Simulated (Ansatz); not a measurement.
# Ga3BAs4: the band gap up the ladder of functionals

An exercise on one series of results from a longer session: the logs are not shown, and one member is left open.

Program: Ansatz 0.2.0. PAW datasets, plane waves. The calculation is spin-unpolarised, and the structure need not be a phase that has been made.

## Starting point

The cell was relaxed beforehand with r2SCAN.

Space group Amm2 (No. 38), orthorhombic; conventional cell a = 3.854 Å, b = 7.715 Å, c = 10.962 Å, 20.37 Å³ an atom. Around B lie 4 As at 2.15–2.28 Å; around Ga lie 4 As at 2.37–2.48 Å; around Ga lie 4 As at 2.37–2.44 Å; around As lie 2 B at 2.28 Å and 2 Ga at 2.48 Å; around As lie 1 B at 2.15 Å and 3 Ga at 2.43–2.44 Å.

Structure file:

Space group Amm2 (No. 38). a = 3.854 Å, b = 7.715 Å, c = 10.962 Å, α = 90.00°, β = 90.00°, γ = 90.00°
```json
{"atom": "B", "site": "2a", "symmetry": "mm2", "x": "0.0000", "y": "0.5000", "z": "0.4972"}
{"atom": "Ga", "site": "4e", "symmetry": "m..", "x": "0.5000", "y": "0.2495", "z": "0.7506"}
{"atom": "Ga", "site": "2a", "symmetry": "mm2", "x": "0.0000", "y": "0.5000", "z": "0.9987"}
{"atom": "As", "site": "2b", "symmetry": "mm2", "x": "0.5000", "y": "0.5000", "z": "0.6081"}
{"atom": "As", "site": "4d", "symmetry": "m..", "x": "0.0000", "y": "0.2285", "z": "0.8851"}
{"atom": "As", "site": "2b", "symmetry": "mm2", "x": "0.5000", "y": "0.5000", "z": "0.1244"}
```

Set-up of the first run:

input.yaml reads:

```yaml
crystal:
  lattice:
    - [3.8536563596, 0.0, 0.0]
    - [0.0, 3.857544023, 5.4810141106]
    - [0.0, -3.857544023, 5.4810141106]
  atoms:
    - { symbol: B, position: [0.0, -0.0028238372, -0.0028238372] }
    - { symbol: Ga, position: [0.5, 0.0001522162, 0.5011062127] }
    - { symbol: Ga, position: [0.5, 0.5011062127, 0.0001522162] }
    - { symbol: Ga, position: [0.0, 0.4987147692, 0.4987147692] }
    - { symbol: As, position: [0.5, 0.108137003, 0.108137003] }
    - { symbol: As, position: [0.0, 0.1136068004, 0.6566694194] }
    - { symbol: As, position: [0.0, 0.6566694194, 0.1136068004] }
    - { symbol: As, position: [0.5, 0.6244374163, 0.6244374163] }
kpoints:
  mp_grid: { grid: [6, 4, 4] }
  band_path:
    path:
      - [[0.0, 0.0, 0.0], [0.0, 0.5, 0.5], [0.0, 0.6261659860359, 0.3738340139641]]
      - [[0.0, 0.3738340139641, -0.3738340139641], [0.0, 0.0, 0.0], [0.5, 0.0, 0.0], [0.5, 0.3738340139641, -0.3738340139641]]
      - [[0.5, 0.6261659860359, 0.3738340139641], [0.5, 0.5, 0.5], [0.0, 0.5, 0.5]]
      - [[0.0, 0.0, 0.0], [0.0, 0.5, 4.921087322694e-17], [0.5, 0.5, 4.921087322694e-17], [0.5, 0.0, 0.0], [0.5, 0.5, 0.5]]
    npoints: 10
hamiltonian:
  xc: pbe
scf:
  occupations: { method: fermi_dirac, width: 0.02 }
  n_extra_bands: 6
output:
  forces: true
  stress: true
  eigenvalues: true
```

The run is started by

```bash
$ ansatz run input.yaml --threads 4 --pin off --max-ram 6451MiB --backend cpu --events-out ev --progress --plain --runs-dir out
```

Among the steps run: PBE band path; r2SCAN at the same geometry; HSE06 at the same geometry; PBE+SOC at the same geometry; PBE0.

One of the session's tables, all rows but one given; the rest of the session is left out.

| level | gap (eV) |
| --- | --- |
| PBE | ? |
| r2SCAN | 0.46 |
| HSE06 | 0.91 |
| PBE+SOC | 0.16 |
| PBE0 | 1.58 |

Q: Estimate the row for PBE from the others.

As computed: gap (eV): 0.21. In the column «gap (eV)» it lies between PBE+SOC (0.16) and r2SCAN (0.46).

Meshes: PBE 6×4×4, r2SCAN 6×4×4, HSE06 4×2×2, PBE+SOC 6×4×4, PBE0 4×2×2

What this shows: PBE+SOC gives the least gap, 0.16 eV, and PBE0 the largest, 1.58 eV. PBE reaches 23 % of the HSE06 value, and r2SCAN 50 %. PBE0 lies 0.66 eV above HSE06, which differs from it by screening the long-range exchange.

Caveats from the session: Warnings in the runs' records: stress scf threshold loose, stress exchange threshold loose.
